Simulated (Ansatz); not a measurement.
Working through energies of removing a hydrogen of ClGe2H6N, SMILES [NH2][GeH]([Cl])[GeH3]

Program: Ansatz's Python interface.

Interactive session:
```pycon
>>> import ansatz as az
>>> def total_energy(molecule, charge=0, unpaired=0):
...     calc = (
...         molecule.calculation()
...         .basis(gaussian="cc-pVDZ")
...         .functional("CAM-B3LYP")
...     )
...     if charge:
...         calc = calc.charge(charge)
...     if unpaired:
...         calc = calc.spin("collinear", total=unpaired)
...     return calc.run(threads=1, backend="cpu").report["free_energy_ev"]
...
>>> GEOMETRY = """
... N    -0.41990    0.82820   -1.63740
... Ge    0.69730    0.29080   -0.31920
... Cl    2.21480   -0.93550   -1.21570
... Ge   -0.43540   -0.97830    1.29540
... H     0.08840    1.47400   -2.30960
... H    -1.17100    1.50530   -1.18440
... H     1.37320    1.52350    0.37750
... H    -1.11210   -2.20010    0.59750
... H    -1.61660   -0.09180    1.96810
... H     0.46440   -1.46730    2.43070
... """
>>> def without(molecule, index):
...     rest = az.Crystal.molecule()
...     for i, site in enumerate(molecule.cartesian_sites):
...         if i != index:
...             rest = rest.atom(site.symbol, site.position_ang)
...     return rest
...
>>> geometry = az.Crystal.molecule()
>>> for line in GEOMETRY.strip().splitlines():
...     symbol, *xyz = line.split()
...     geometry = geometry.atom(symbol, [float(v) for v in xyz])
...
>>> whole = total_energy(geometry, 0)
>>> hydrogen = total_energy(az.Crystal.molecule().atom("H", (0, 0, 0)), 0, 1)
>>> print(f"E(molecule) = {whole:.5f} eV, E(H) = {hydrogen:.5f} eV")
E(molecule) = -127152.58447 eV, E(H) = -13.54839 eV
>>> for index in [5, 6, 9]:
...     radical = total_energy(without(geometry, index), 0, 1)
...     print(f"H{index}: homolysis {96.485332 * (radical + hydrogen - whole):.1f} kJ/mol")
...
H5: homolysis 450.6 kJ/mol
H6: homolysis 337.6 kJ/mol
H9: homolysis 361.2 kJ/mol
```

Total energies depend on the basis set; only differences at equal settings carry meaning. The geometry is a force-field or estimated start, not a minimum of this method, and the basis set is short of its limit. All parts are taken at fixed geometry, without zero-point energy. It ran for 60 s on 1 thread of Arm Neoverse V1, on a shared host, peak memory 0.62 GiB.
